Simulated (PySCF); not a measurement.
**A gas-phase reaction: FGeH5Si → FGeH4Si + H**

Aim: the reaction energy of `[F][GeH2][SiH3]` → `[F][GeH][SiH3]` + `[H]`.

Computed with PySCF 2.14.0; each step states its level. No surroundings beyond the atoms listed, unless a continuum is named. Atoms count from 0, parts from 1.

## 1. The system as given

Each species was relaxed by itself at PBE0-D3(BJ)/def2-SVPD.

## 2. Reaction energy: wB97M-D3(BJ)/def2-TZVPD

What the job is given:

```
{"job": {"kind": "react", "xc": "wB97M-D3(BJ)", "basis": "def2-TZVPD"}, "charge": 0, "multiplicity": 1}
-1 FGeH5Si charge 0 multiplicity 1
F     -2.148900    -0.866860    -0.090950
Ge    -0.459440    -0.985040     0.424650
Si     0.636560     0.959340    -0.421530
H     -0.518130    -1.068200     1.960440
H      0.046140    -2.313220    -0.166630
H      0.552870     0.970790    -1.910360
H      2.069580     0.917890    -0.001320
H     -0.014530     2.178400     0.138480

+1 FGeH4Si charge 0 multiplicity 2
F      1.829620     1.631140    -0.186790
Ge     0.198020     1.343120     0.449790
Si    -0.263790    -0.984170     0.060350
H     -0.674600     2.369310    -0.325360
H      0.732730    -1.785090     0.825680
H     -0.182280    -1.316170    -1.393850
H     -1.639650    -1.258160     0.570180

+1 H charge 0 multiplicity 2
H      0.000000     0.000000     0.000000
```

With the program's defaults for keys left out, this is: wB97M-D3(BJ)/def2-TZVPD reaction energy of separated species, gas phase.

On the command line:

```
$ OMP_NUM_THREADS=1 python cluster_run.py task.json out
```

This one command runs all jobs of the session in turn.

The log of the run:

```text
species 1 (FGeH5Si)
coarse grid: 31488 points
cycle   1  E = -2469.3971233508  dE = -7.829e-01  |g| = 8.415e-01  |ddm| = 2.086e+00
cycle   2  E = -2469.3575308727  dE =  3.959e-02  |g| = 1.080e+00  |ddm| = 9.542e-01
cycle   3  E = -2469.4936192676  dE = -1.361e-01  |g| = 7.671e-02  |ddm| = 4.816e-01
cycle   4  E = -2469.4943181899  dE = -6.989e-04  |g| = 3.441e-02  |ddm| = 6.056e-02
cycle   5  E = -2469.4944920926  dE = -1.739e-04  |g| = 5.136e-03  |ddm| = 2.500e-02
cycle   6  E = -2469.4945011588  dE = -9.066e-06  |g| = 1.116e-03  |ddm| = 8.384e-03
final grid: 63432 points
cycle   7  E = -2469.4944311448  dE = -6.769e-07  |g| = 7.948e-04  |ddm| = 2.831e-03
cycle   8  E = -2469.4944312081  dE = -6.324e-08  |g| = 7.847e-04  |ddm| = 1.040e-03
cycle   9  E = -2469.4944312835  dE = -7.541e-08  |g| = 1.211e-04  |ddm| = 3.710e-04
cycle  10  E = -2469.4944312896  dE = -6.095e-09  |g| = 4.355e-05  |ddm| = 1.357e-04
cycle  11  E = -2469.4944312910  dE = -1.402e-09  |g| = 1.292e-05  |ddm| = 1.086e-04
cycle  12  E = -2469.4944312910  dE = -3.183e-11  |g| = 3.135e-06  |ddm| = 1.092e-05
converged SCF energy = -2469.4944312910

species 2 (FGeH4Si)
coarse grid: 29016 points
cycle   1  E = -2468.7578614852  dE = -7.632e-01  |g| = 5.907e-01  |ddm| = 1.411e+00
cycle   2  E = -2468.7027187702  dE =  5.514e-02  |g| = 7.965e-01  |ddm| = 6.953e-01
cycle   3  E = -2468.8590308429  dE = -1.563e-01  |g| = 6.639e-02  |ddm| = 3.502e-01
cycle   4  E = -2468.8603156652  dE = -1.285e-03  |g| = 2.762e-02  |ddm| = 5.563e-02
cycle   5  E = -2468.8607163869  dE = -4.007e-04  |g| = 5.754e-03  |ddm| = 3.681e-02
cycle   6  E = -2468.8607815612  dE = -6.517e-05  |g| = 2.350e-03  |ddm| = 1.847e-02
cycle   7  E = -2468.8607976894  dE = -1.613e-05  |g| = 9.241e-04  |ddm| = 9.493e-03
cycle   8  E = -2468.8608011227  dE = -3.433e-06  |g| = 3.516e-04  |ddm| = 4.393e-03
final grid: 58056 points
cycle   9  E = -2468.8607695568  dE = -4.277e-07  |g| = 2.460e-04  |ddm| = 1.473e-03
cycle  10  E = -2468.8607696791  dE = -1.222e-07  |g| = 1.962e-04  |ddm| = 5.352e-04
cycle  11  E = -2468.8607697142  dE = -3.515e-08  |g| = 9.712e-05  |ddm| = 1.997e-04
cycle  12  E = -2468.8607697567  dE = -4.248e-08  |g| = 4.679e-05  |ddm| = 4.504e-04
cycle  13  E = -2468.8607697605  dE = -3.822e-09  |g| = 1.799e-05  |ddm| = 1.315e-04
cycle  14  E = -2468.8607697609  dE = -3.893e-10  |g| = 5.895e-06  |ddm| = 3.996e-05
converged SCF energy = -2468.8607697609

species 3 (H)
coarse grid: 2472 points
cycle   1  E = -0.4948058915  dE = -1.172e-01  |g| = 6.717e-02  |ddm| = 3.838e-01
cycle   2  E = -0.4985593451  dE = -3.753e-03  |g| = 8.711e-03  |ddm| = 8.376e-02
cycle   3  E = -0.4986436527  dE = -8.431e-05  |g| = 1.645e-03  |ddm| = 2.086e-02
cycle   4  E = -0.4986479873  dE = -4.335e-06  |g| = 3.513e-05  |ddm| = 5.626e-03
final grid: 5376 points
cycle   5  E = -0.4986479858  dE = -5.744e-10  |g| = 1.354e-06  |ddm| = 2.494e-05
converged SCF energy = -0.4986479858

Reaction energy = 85.193 kcal/mol
```

Run time: 64 s. Hardware: 1 thread of Arm Neoverse N1, shared host; peak memory 0.66 GiB.

Species by species (with the dispersion term, which the log's SCF energies lack):

| ν | species | energy (Eh) | HOMO (eV) |
| --- | --- | --- | --- |
| -1 | [F][GeH2][SiH3] | -2469.50057 | -10.63 |
| +1 | [F][GeH][SiH3] | -2468.86616 | -8.41 |
| +1 | [H] | -0.49865 | -11.27 |

## 3. Energies of the species: PBE0-D3(BJ)/def2-TZVPD

Same as in step 2 but for these lines:

```diff
@@ -1,2 +1,2 @@
-{"job": {"kind": "react", "xc": "wB97M-D3(BJ)", "basis": "def2-TZVPD"}, "charge": 0, "multiplicity": 1}
+{"job": {"kind": "react", "xc": "PBE0", "basis": "def2-TZVPD", "disp": "d3bj"}, "charge": 0, "multiplicity": 1}
 -1 FGeH5Si charge 0 multiplicity 1
```

Method: PBE0-D3(BJ)/def2-TZVPD reaction energy of separated species, gas phase.

The log of the run:

```text
species 1 (FGeH5Si)
coarse grid: 31488 points
cycle   1  E = -2468.8505855396  dE = -7.070e-01  |g| = 8.746e-01  |ddm| = 2.061e+00
cycle   2  E = -2468.6317665182  dE =  2.188e-01  |g| = 1.507e+00  |ddm| = 1.175e+00
cycle   3  E = -2468.9367345293  dE = -3.050e-01  |g| = 1.978e-01  |ddm| = 7.766e-01
cycle   4  E = -2468.9413942503  dE = -4.660e-03  |g| = 3.343e-02  |ddm| = 1.168e-01
cycle   5  E = -2468.9415054571  dE = -1.112e-04  |g| = 4.854e-03  |ddm| = 1.855e-02
cycle   6  E = -2468.9415089241  dE = -3.467e-06  |g| = 9.291e-04  |ddm| = 4.018e-03
final grid: 63432 points
cycle   7  E = -2468.9415119165  dE =  7.453e-09  |g| = 1.317e-03  |ddm| = 2.185e-03
cycle   8  E = -2468.9415115356  dE =  3.809e-07  |g| = 2.095e-03  |ddm| = 1.821e-03
cycle   9  E = -2468.9415121835  dE = -6.479e-07  |g| = 1.784e-04  |ddm| = 1.018e-03
cycle  10  E = -2468.9415121886  dE = -5.042e-09  |g| = 3.231e-05  |ddm| = 1.408e-04
cycle  11  E = -2468.9415121887  dE = -7.913e-11  |g| = 2.321e-06  |ddm| = 1.979e-05
converged SCF energy = -2468.9415121887

species 2 (FGeH4Si)
coarse grid: 29016 points
cycle   1  E = -2468.2112653665  dE = -6.750e-01  |g| = 6.174e-01  |ddm| = 1.404e+00
cycle   2  E = -2467.8707050093  dE =  3.406e-01  |g| = 1.210e+00  |ddm| = 8.992e-01
cycle   3  E = -2468.3004493371  dE = -4.297e-01  |g| = 1.786e-01  |ddm| = 6.278e-01
cycle   4  E = -2468.3084815585  dE = -8.032e-03  |g| = 3.234e-02  |ddm| = 1.054e-01
cycle   5  E = -2468.3087491531  dE = -2.676e-04  |g| = 5.824e-03  |ddm| = 2.819e-02
cycle   6  E = -2468.3087690802  dE = -1.993e-05  |g| = 1.542e-03  |ddm| = 7.824e-03
cycle   7  E = -2468.3087709744  dE = -1.894e-06  |g| = 6.523e-04  |ddm| = 3.247e-03
final grid: 58056 points
cycle   8  E = -2468.3088283611  dE = -9.146e-08  |g| = 9.561e-04  |ddm| = 1.730e-03
cycle   9  E = -2468.3088278503  dE =  5.109e-07  |g| = 1.645e-03  |ddm| = 1.440e-03
cycle  10  E = -2468.3088286969  dE = -8.466e-07  |g| = 1.119e-04  |ddm| = 7.987e-04
cycle  11  E = -2468.3088287045  dE = -7.651e-09  |g| = 3.142e-05  |ddm| = 1.426e-04
cycle  12  E = -2468.3088287056  dE = -1.117e-09  |g| = 1.886e-05  |ddm| = 8.537e-05
cycle  13  E = -2468.3088287058  dE = -1.678e-10  |g| = 2.476e-06  |ddm| = 3.227e-05
converged SCF energy = -2468.3088287058

species 3 (H)
coarse grid: 624 points
cycle   1  E = -0.4966013722  dE = -7.817e-02  |g| = 5.442e-02  |ddm| = 3.785e-01
cycle   2  E = -0.5010569048  dE = -4.456e-03  |g| = 3.019e-03  |ddm| = 1.413e-01
cycle   3  E = -0.5010729984  dE = -1.609e-05  |g| = 1.338e-04  |ddm| = 9.831e-03
cycle   4  E = -0.5010730072  dE = -8.766e-09  |g| = 3.309e-06  |ddm| = 1.990e-04
final grid: 5376 points
cycle   5  E = -0.5010619175  dE = -8.469e-08  |g| = 4.515e-05  |ddm| = 7.476e-04
cycle   6  E = -0.5010619187  dE = -1.214e-09  |g| = 6.344e-06  |ddm| = 8.104e-05
cycle   7  E = -0.5010619188  dE = -2.172e-11  |g| = 3.648e-08  |ddm| = 1.159e-05
converged SCF energy = -0.5010619188

Reaction energy = 82.857 kcal/mol
```

It took 34 s on 1 thread of Arm Neoverse N1, shared host; peak memory 0.63 GiB.

Reaction energy at this level: 82.86 kcal/mol.

## 4. Side by side

Energies in kcal/mol, with wall time:

| run | reaction | time |
| --- | --- | --- |
| wB97M-D3(BJ)/def2-TZVPD | 85.19 | 64 s |
| PBE0-D3(BJ)/def2-TZVPD | 82.86 | 34 s |

## 5. What came out

| quantity | value |
| --- | --- |
| reaction energy (wB97M-D3(BJ)/def2-TZVPD) | 85.19 kcal/mol |
| ΔH, ΔG at 298 K (xTB thermal terms) | +81.3, +71.2 kcal/mol |
| range of the reaction energy over the runs of this table | 82.86 to 85.19 kcal/mol |

**Reading.** The reaction is endothermic by 81.3 kcal/mol in the gas phase; dispersion gives +0.47, and xTB itself gave 87.26 for the electronic energy (xTB energies and thermal terms come from the earlier relaxation of each species, not shown). No barrier was sought. The reaction energy runs from 82.86 (PBE0-D3(BJ)/def2-TZVPD) to 85.19 kcal/mol (wB97M-D3(BJ)/def2-TZVPD).
